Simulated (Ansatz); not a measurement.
# CHAlClNO: a ladder of functionals and wavefunction methods

Aim: compute CHAlClNO with functionals from several rungs and with coupled cluster. The yardstick is the atomisation energy at the CCSD(T) limit.

Computed with Ansatz 0.2.0, Gaussian basis. Level: functionals in def2-TZVPP, the program's frozen cores in correlated methods.

Plan: LDA (SPW92), PBE-D4, revPBE-D4, BLYP-D4, r2SCAN-D4, B97M-V, PBE0-D4, B3LYP-D4, r2SCANh-D4, r2SCAN0-D4, HSE06-D4, BHLYP-D4, CAM-B3LYP-D4, LC-ωPBE, ωB97X-V, ωB97M-V, B2PLYP, PBE-QIDH; CCSD(T)/def2-SVP; CCSD(T)/def2-TZVPP; MP2/def2-QZVPP; extrapolation to the limit; RPA on PBE.

### 1 The geometry

The geometry comes from an earlier relaxation with PBE0-D4 in a triple-zeta def2 set; it is a stationary point.

6 atoms, charge 0, spin multiplicity 1.

Atoms are counted from 1 here; the program's logs count them from 0.

Bond lengths: N1–C2 1.237 Å, N1–H6 1.023 Å, C2–O3 1.416 Å, C2–Al4 1.866 Å, O3–Al4 1.725 Å, Al4–Cl5 2.061 Å. Angles: C2–N1–H6 112.9°, N1–C2–O3 130.7°, N1–C2–Al4 167.7°, O3–C2–Al4 61.7°, C2–O3–Al4 72.1°, C2–Al4–O3 46.2°, C2–Al4–Cl5 173.8°, O3–Al4–Cl5 139.9°.

### 2 LDA

This LDA is Slater exchange with PW92 correlation.

in.yaml reads:

```yaml
crystal:
  periodic: [false, false, false]
  atoms:
    - {symbol: N, position_ang: [0.772053, -0.040123, 1.674227]}
    - {symbol: C, position_ang: [0.272422, 0.041355, 0.545221]}
    - {symbol: O, position_ang: [-0.326230, -0.947637, -0.272667]}
    - {symbol: Al, position_ang: [-0.379733, 0.550484, -1.126915]}
    - {symbol: Cl, position_ang: [-1.031333, 1.318732, -2.925511]}
    - {symbol: H, position_ang: [0.735020, -0.986911, 2.059345]}
basis:
  gaussian: {orbitals: def2-TZVPP}
hamiltonian: {xc: lda}
output: {orbitals: {seedname: orbitals}}
```

The run is started by

```
$ ansatz run in.yaml --threads 2 --pin off --events-out ev --progress --plain --max-ram 4352MiB
```

After this run come: PBE-D4 (GGA); revPBE-D4 (GGA); BLYP-D4 (GGA); r2SCAN-D4 (meta-GGA); B97M-V (meta-GGA); B3LYP-D4 (hybrid); r2SCANh-D4 (hybrid); r2SCAN0-D4 (hybrid); HSE06-D4 (hybrid); BHLYP-D4 (hybrid); CAM-B3LYP-D4 (range-separated); LC-ωPBE (range-separated); ωB97X-V (range-separated); ωB97M-V (range-separated); B2PLYP (double hybrid); PBE-QIDH (double hybrid); CCSD(T) in def2-SVP; CCSD(T) in def2-TZVPP; MP2 in def2-QZVPP; RPA on PBE orbitals.

Before running them: what should the planned runs give, taken together? Wanted: atomisation energy, CCSD(T)/CBS; farthest beyond LDA; mean size of error, GGA; mean size of error, meta-GGA; mean size of error, hybrid; mean size of error, range-separated; mean size of error, double hybrid; gap, smallest and largest; T1 diagnostic.

**Answer**, as computed:

| quantity | value |
| --- | --- |
| atomisation energy, CCSD(T)/CBS | 2308.5 kJ/mol |
| functionals within 11.5 kJ/mol (0.5 %) | B3LYP-D4, r2SCANh-D4, CAM-B3LYP-D4, LC-ωPBE |
| farthest beyond LDA | BHLYP-D4 (-151.0 kJ/mol) |
| mean size of error, GGA | 70.1 kJ/mol |
| mean size of error, meta-GGA | 32.8 kJ/mol |
| mean size of error, hybrid | 43.7 kJ/mol |
| mean size of error, range-separated | 10.0 kJ/mol |
| mean size of error, double hybrid | 20.2 kJ/mol |
| gap, smallest and largest | 3.32 eV (LDA (SPW92)), 10.09 eV (LC-ωPBE) |
| T1 diagnostic | 0.0172 |
| triples share of the correlation energy | 4.7 % |

LDA overbinds by 471.8 kJ/mol (20 %). PBE-D4 misses by +130.5 kJ/mol. Double hybrids carry the basis error of their MP2 part in triple zeta, and no dispersion term here, so their miss is partly the set-up's. By mean error the best rung here is range-separated (10.0 kJ/mol) and the worst beyond LDA is GGA (70.1 kJ/mol). Misses under about 11.5 kJ/mol are within the doubt on the reference itself, which lacks core-valence correlation, relativity and higher excitations. Hartree-Fock recovers 62 % of the binding; the rest is correlation. CCSD(T) in def2-SVP is off by -188.4 kJ/mol, so the small basis spoils what the method gains. Orbital gaps span 3.3 to 10.1 eV; exact exchange widens them.
